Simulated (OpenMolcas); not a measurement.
# W³⁺ among point charges: CASSCF and CASPT2 levels and susceptibility, part 1 of 2

How does a field of 6 point charges split the states of W³⁺, and what χT follows?

Program: OpenMolcas 26.06. Level of theory: state-averaged CASSCF and CASPT2, spin-orbit coupling by RASSI with atomic mean-field integrals. These are calculated values, not measurements, unless marked.

### Step 1. The atom as given

* Species: W³⁺ (tungsten, Z = 74, 71 electrons)
* Basis: ANO-RCC-VDZP [7s6p4d2f1g], 68 functions
* Scalar Hamiltonian: DKH2, point nucleus
* Inactive shells: 1s 2s 2p 3s 3p 3d 4s 4p 4d 4f 5s 5p
* Active space: 3 electrons in 5 orbitals (5d)
* Some configurations of this space: 5d3
* Orbitals: optimised for each spin and parity, averaged over all roots

The outer shells:

5d3
```
5d [↑ ][↑ ][↑ ][  ][  ]
```

The ion sits among 6 point charges of -1.7 e arranged as an octahedron (Oh), 2.17 Å from the ion.

The work runs as a chain of OpenMolcas steps in one folder; each step below is one input file. Labels, J, g values, rates, χT and fits are worked out afterwards by a script from the matrices that RASSI stores. The input lists half of the charges; inversion (Group=XYZ) makes the rest.

### Step 2. GATEWAY and SEWARD: basis and integrals

a.inp reads:

```
&GATEWAY
Coord
1

W 0.0 0.0 0.0
Basis=ANO-RCC-VDZP
Group=XYZ
NoMove
AngMom=0.0 0.0 0.0
AMFI
XField
3 Angstrom 0
2.170000 0.000000 0.000000 -1.700000
0.000000 2.170000 0.000000 -1.700000
0.000000 0.000000 2.170000 -1.700000
&SEWARD
```

The run is started by

```
$ OMP_NUM_THREADS=1 MOLCAS_MEM=1689 MOLCAS_PROJECT=a pymolcas a.inp > a.log
```

Output:

```text
Basis set label: W.ANO-RCC...7S6P4D2F1G.

      Electronic valence basis set:
      ------------------
      Associated Effective Charge  74.000000 au
      Associated Actual Charge     74.000000 au
      Nuclear Model: Point charge

      Shell  nPrim  nBasis  Cartesian Spherical Contaminant
         s      24       7        X
         p      21       6        X
         d      15       4                 X
         f      11       2                 X
         g       4       1                 X
                  Relativistic Douglas-Kroll-Hess integrals:
                    - DKH order of Hamiltonian: 2
                    - DKH order of Properties : 0
                  Atomic mean-field integrals
```

### Step 3. CASSCF: quartets of even parity, 10 roots

a.inp reads:

```
&RASSCF
FileOrb=start.orb
Symmetry=1
Spin=4
nActEl=3 0 0
Inactive=15 19
Ras2=5 0
CIRoot=10 10 1
SDav=10
CIMx=300
Iter=120 100
PrWF=0.3
OrbListing=Nothing
MaxOrb=0
>>> COPY $Project.JobIph JOB001
```

start.orb holds the contracted functions of the basis, ordered by shell, or the orbitals of the step before.

Output (excerpt; [...] marks lines left out):

```text
[...]
      Number of active orbitals                  5
[...]
      Spin quantum number                      1.5
[...]
      Active orbitals                            5   0
[...]
      Number of CSFs                            10
      Number of root(s) required                10
[...]
      Convergence after 11 iterations
[...]
      Natural orbitals and occupation numbers for root  1
      sym 1:   1.000000   1.000000  -0.000000   1.000000   0.000000
      Natural orbitals and occupation numbers for root  2
      sym 1:   1.000000   0.697984   0.697984   0.302016   0.302016
      Natural orbitals and occupation numbers for root  3
      sym 1:   0.606692   0.393308   0.606692   1.000000   0.393308
::    RASSCF root number  1 Total energy: -16133.20372889
::    RASSCF root number  2 Total energy: -16133.14948564
::    RASSCF root number  3 Total energy: -16133.14948564
[...]
::    RASSCF root number  7 Total energy: -16133.12005645
::    RASSCF root number  8 Total energy: -16133.07329432
::    RASSCF root number  9 Total energy: -16133.07329432
::    RASSCF root number 10 Total energy: -16133.07329432
```

### Step 4. CASSCF: doublets of even parity, 40 roots

a.inp reads:

```
&RASSCF
FileOrb=start.orb
Symmetry=1
Spin=2
nActEl=3 0 0
Inactive=15 19
Ras2=5 0
CIRoot=40 40 1
SDav=40
CIMx=300
Iter=120 100
PrWF=0.3
OrbListing=Nothing
MaxOrb=0
>>> COPY $Project.JobIph JOB002
```

Output (excerpt; [...] marks lines left out):

```text
[...]
      Number of active orbitals                  5
[...]
      Spin quantum number                      0.5
[...]
      Active orbitals                            5   0
[...]
      Number of CSFs                            40
      Number of root(s) required                40
[...]
      Convergence after  8 iterations
[...]
      Natural orbitals and occupation numbers for root  1
      sym 1:   0.968051   1.008401   0.036339   0.978762   0.008447
      Natural orbitals and occupation numbers for root  2
      sym 1:   0.991380   1.002091   0.008447   0.961742   0.036339
      Natural orbitals and occupation numbers for root  3
      sym 1:   0.973733   0.999082   0.022107   0.991106   0.013972
::    RASSCF root number  1 Total energy: -16133.14247042
::    RASSCF root number  2 Total energy: -16133.14247042
::    RASSCF root number  3 Total energy: -16133.13939430
[...]
::    RASSCF root number 27 Total energy: -16133.02938473
::    RASSCF root number 28 Total energy: -16133.01743923
::    RASSCF root number 29 Total energy: -16133.01743923
::    RASSCF root number 30 Total energy: -16133.01743923
```

### Step 5. RASSI: spin-orbit coupling between the states

a.inp reads:

```
&RASSI
NrOfJobIphs=2 10 40
1 2 3 4 5 6 7 8 9 10
1 2 3 4 5 6 7 8 9 10 11 12 13 14 15 16 17 18 19 20 21 22 23 24 25 26 27
28 29 30 31 32 33 34 35 36 37 38 39 40
IphNames
JOB001
JOB002
EJob
SpinOrbit
DIPRint=1.0
SOCoupling=1000.0
Subsets=2
Property=9
'ANGMOM' 1 'ANGMOM' 2 'ANGMOM' 3 'MLTPL  1' 1 'MLTPL  1' 2 'MLTPL  1' 3
'AMFI' 1 'AMFI' 2 'AMFI' 3
SOProperty=3
'ANGMOM' 1 'ANGMOM' 2 'ANGMOM' 3
```

Output:

```text
SPIN-FREE ENERGIES:
  (Shifted by EMIN (a.u.) =     -16133.2037288868)

 SF State       Relative EMIN(au)   Rel lowest level(eV)    D:o, cm**(-1)      L_eff

     1             0.0000000000        0.0000000000              0.0000         3.0
     2             0.0542432506        1.4760340442          11905.0174         3.0
     3             0.0542432506        1.4760340442          11905.0174         3.0
     4             0.0542432506        1.4760340442          11905.0174         3.0
    11             0.0612584689        1.6669278576          13444.6799         3.9
    12             0.0612584689        1.6669278576          13444.6799         3.9
    13             0.0643345898        1.7506333711          14119.8104         4.0
    14             0.0643345898        1.7506333711          14119.8104         4.0
    15             0.0643345898        1.7506333711          14119.8104         4.0
     5             0.0836724331        2.2768428950          18363.9764         2.5
     6             0.0836724331        2.2768428950          18363.9764         2.5
     7             0.0836724331        2.2768428950          18363.9764         2.5
    16             0.0888318743        2.4172384436          19496.3429         3.6
    17             0.0888318743        2.4172384436          19496.3429         3.6
    18             0.0888318743        2.4172384436          19496.3429         3.6
    19             0.1057257008        2.8769428805          23204.1092         4.0
    20             0.1175746953        3.1993704471          25804.6629         4.4
    21             0.1175746953        3.1993704471          25804.6629         4.4
    22             0.1175746953        3.1993704471          25804.6629         4.4
    23             0.1185360803        3.2255310639          26015.6625         4.1
    24             0.1185360803        3.2255310639          26015.6625         4.1
    25             0.1185360803        3.2255310639          26015.6625         4.1
    26             0.1251043059        3.4042615891          27457.2214         3.8
    27             0.1251043059        3.4042615891          27457.2214         3.8
    10             0.1304345710        3.5493054906          28627.0794         1.8
     8             0.1304345710        3.5493054906          28627.0794         1.8
     9             0.1304345710        3.5493054906          28627.0794         1.8
    28             0.1411462910        3.8407862416          30978.0302         3.5
    29             0.1411462910        3.8407862416          30978.0302         3.5
    30             0.1411462910        3.8407862416          30978.0302         3.5
    31             0.1644879198        4.4759443198          36100.9256         2.7
    32             0.1644879198        4.4759443198          36100.9256         2.7
    33             0.1644879198        4.4759443198          36100.9256         2.7
    34             0.1717351800        4.6731523140          37691.5153         3.0
    35             0.1743441594        4.7441462608          38264.1201         4.7
    36             0.1743441594        4.7441462608          38264.1201         4.7
    37             0.1743441594        4.7441462608          38264.1201         4.7
    38             0.1862896572        5.0691998163          40885.8538         3.5
    39             0.1862896572        5.0691998163          40885.8538         3.5
    40             0.1862896572        5.0691998163          40885.8538         3.5
Eigenvalues of complex Hamiltonian:
   -----------------------------------
  (Shifted by EMIN (a.u.) =     -16133.2037288868)

 SO State       Relative EMIN(au)   Rel lowest level(eV)    D:o, cm**(-1)     J-value

     1            -0.0107658335        0.0000000000              0.0000         2.2
     2            -0.0107658335        0.0000000000              0.0000         2.2
     3            -0.0107658335        0.0000000000              0.0000         2.2
     4            -0.0107658335        0.0000000000              0.0000         2.2
     5             0.0326199518        1.1805873630           9522.0792         2.5
     6             0.0326199518        1.1805873628           9522.0792         2.5
     7             0.0326199518        1.1805873630           9522.0792         2.5
     8             0.0326199518        1.1805873628           9522.0792         2.5
     9             0.0440457615        1.4914994821          12029.7546         2.3
    10             0.0440457615        1.4914994821          12029.7546         2.3
    11             0.0476610744        1.5898771583          12823.2241         2.8
    12             0.0476610744        1.5898771583          12823.2241         2.8
    13             0.0477817646        1.5931613063          12849.7125         2.8
    14             0.0477817646        1.5931613063          12849.7125         2.8
    15             0.0477817646        1.5931613067          12849.7125         3.0
    16             0.0477817646        1.5931613067          12849.7125         3.0
    17             0.0498411528        1.6492001133          13301.6960         2.8
    18             0.0498411528        1.6492001134          13301.6960         3.0
    19             0.0498411528        1.6492001133          13301.6960         2.8
    20             0.0498411528        1.6492001134          13301.6960         3.1
    21             0.0618966054        1.9772456917          15947.5620         2.6
    22             0.0618966054        1.9772456917          15947.5620         2.6
    23             0.0618966054        1.9772456913          15947.5620         2.6
    24             0.0618966054        1.9772456913          15947.5620         2.6
    25             0.0648110520        2.0565518231          16587.2091         2.5
    26             0.0648110520        2.0565518231          16587.2091         2.5
    27             0.0693055516        2.1788533894          17573.6377         2.5
    28             0.0693055516        2.1788533894          17573.6377         2.5
    29             0.0797419974        2.4628435462          19864.1728         3.0
    30             0.0797419974        2.4628435466          19864.1728         2.9
    31             0.0797419974        2.4628435462          19864.1728         3.0
    32             0.0797419974        2.4628435466          19864.1728         2.9
    33             0.0809250533        2.4950361365          20123.8236         2.8
    34             0.0809250533        2.4950361365          20123.8236         2.8
    35             0.0922756702        2.8039021584          22614.9961         2.9
    36             0.0922756702        2.8039021584          22614.9961         2.9
    37             0.0922756702        2.8039021581          22614.9961         2.5
    38             0.0922756702        2.8039021581          22614.9961         2.5
    39             0.0987605262        2.9803640789          24038.2574         3.1
    40             0.0987605262        2.9803640789          24038.2574         3.1
    41             0.0987605262        2.9803640786          24038.2574         3.1
Weights of the five most important spin-orbit-free states for each spin-orbit state.

 SO State  Total energy (au)           Spin-free states, spin, and weights
 -------------------------------------------------------------------------------------------------------
    1        -0.010766       1 1.5  0.8395    4 1.5  0.0510    2 1.5  0.0271    3 1.5  0.0240   18 0.5  0.0221
    2        -0.010766       1 1.5  0.8395    2 1.5  0.0405    3 1.5  0.0384    4 1.5  0.0232   17 0.5  0.0218
    3        -0.010766       1 1.5  0.8395    2 1.5  0.0527    3 1.5  0.0250    4 1.5  0.0245   18 0.5  0.0141
    4        -0.010766       1 1.5  0.8395    3 1.5  0.0487    4 1.5  0.0375    2 1.5  0.0159   16 0.5  0.0133
    5         0.032620      12 0.5  0.2428    4 1.5  0.2365    3 1.5  0.1241    2 1.5  0.0990    1 1.5  0.0507
    6         0.032620      11 0.5  0.2456    2 1.5  0.2031    3 1.5  0.1801    4 1.5  0.0763    1 1.5  0.0507
    7         0.032620      12 0.5  0.2458    4 1.5  0.2288    3 1.5  0.1270    2 1.5  0.1038    1 1.5  0.0507
    8         0.032620      11 0.5  0.2430    2 1.5  0.2069    3 1.5  0.1815    4 1.5  0.0711    1 1.5  0.0507
    9         0.044046       4 1.5  0.2940    3 1.5  0.2940    2 1.5  0.2940    5 1.5  0.0251    7 1.5  0.0251
   10         0.044046       4 1.5  0.2940    2 1.5  0.2940    3 1.5  0.2940    5 1.5  0.0251    7 1.5  0.0251
   11         0.047661       2 1.5  0.1990    3 1.5  0.1990    4 1.5  0.1990   13 0.5  0.1159   14 0.5  0.1159
   12         0.047661       2 1.5  0.1990    3 1.5  0.1990    4 1.5  0.1990   13 0.5  0.1159   14 0.5  0.1159
```

Time for these steps: 9 s (1 thread, shared host).

Spin-free states, with their symmetry labels:

| state | degeneracy | E (cm-1) | free-ion L (%) |
| --- | --- | --- | --- |
| 4A2 | 1 | 0 | F (100) |
| 4T2 | 3 | 11905 | F (100) |
| 2E | 2 | 13445 | G (64) |
| 2T1 | 3 | 14120 | G (43) |
| 4T1 | 3 | 18364 | F (67) |
| 2T2 | 3 | 19496 | D (46) |
| 2A1 | 1 | 23204 | G (100) |
| 2T2 | 3 | 25805 | G (59) |
| 2T1 | 3 | 26016 | H (52) |
| 2E | 2 | 27457 | H (50) |
| 4T1 | 3 | 28627 | P (67) |
| 2T1 | 3 | 30978 | H (40) |
| 2T2 | 3 | 36101 | F (49) |
| 2A2 | 1 | 37692 | F (100) |
| 2T1 | 3 | 38264 | H (69) |
| 2T2 | 3 | 40886 | F (34) |
| 2E | 2 | 43757 | D (56) |
| 2T1 | 3 | 46181 | F (74) |
| 2E | 2 | 60154 | D (76) |
| 2T2 | 3 | 61685 | D (85) |

With spin-orbit coupling:

```csv
E (cm-1),Degeneracy,Label,2S+1,g
0.0,4,Γ8,4,
9522,4,Γ8,4,
12030,2,Γ7,4,1.39 1.39 1.39
12823,2,Γ6,4,1.88 1.88 1.88
12850,4,Γ8,2,
13302,4,Γ8,4,
15948,4,Γ8,2,
16587,2,Γ6,2,0.62 0.62 0.62
17574,2,Γ7,4,0.19 0.19 0.19
19864,4,Γ8,4,
20124,2,Γ6,4,3.36 3.36 3.36
22615,4,Γ8,4,
24038,4,Γ8,2,
24414,2,Γ7,2,1.49 1.49 1.49
25085,2,Γ6,2,1.35 1.35 1.35
25845,4,Γ8,2,
27215,2,Γ7,2,0.03 0.03 0.03
27391,4,Γ8,2,
27789,2,Γ6,2,1.20 1.20 1.20
29749,4,Γ8,2,
30722,2,Γ6,2,2.62 2.62 2.62
31387,2,Γ7,4,2.24 2.24 2.24
31921,4,Γ8,2,
33222,4,Γ8,2,
```

Principal g values are given for doublets only; a zero marks a field direction without first-order Zeeman splitting.

Powder χT (cm³ K/mol): 0.70 at 2 K, 0.70 at 5 K, 0.70 at 10 K, 0.71 at 20 K, 0.71 at 50 K, 0.72 at 100 K, 0.73 at 150 K, 0.73 at 200 K, 0.74 at 250 K, 0.75 at 300 K.

A ligand-field fit to the states below 45000 cm-1 gives 10Dq = 12370 cm-1, B = 723 cm-1 and C = 2887 cm-1 (C/B = 3.99), with a deviation of 192 cm-1.

Orbitals of the lowest block (energies include the constant potential of the surroundings):

| shell | space | energy (hartree) | mean occupation | ⟨r²⟩ (bohr²) |
| --- | --- | --- | --- | --- |
| 1s | inactive | -2562.2005 | 2.000 | 0.000431 |
| 2s | inactive | -446.5469 | 2.000 | 0.00704 |
| 2p | inactive | -391.8862 | 6.000 | 0.00582 |
| 3s | inactive | -104.0547 | 2.000 | 0.0460 |
| 3p | inactive | -87.4658 | 6.000 | 0.0466 |
| 3d | inactive | -67.5914 | 10.000 | 0.0390 |
| 4s | inactive | -21.5451 | 2.000 | 0.229 |
| 4p | inactive | -15.9749 | 6.000 | 0.259 |
| 4d | inactive | -8.6251 | 10.000 | 0.304 |
| 4f | inactive | -0.4439 | 14.000 | 0.444 |
| 5s | inactive | -2.0375 | 2.000 | 1.31 |
| 5p | inactive | -0.5289 | 6.000 | 1.75 |
| 5d | RAS2 |  | 3.000 | 3.92 |

(Continued in part 2 of 2.)
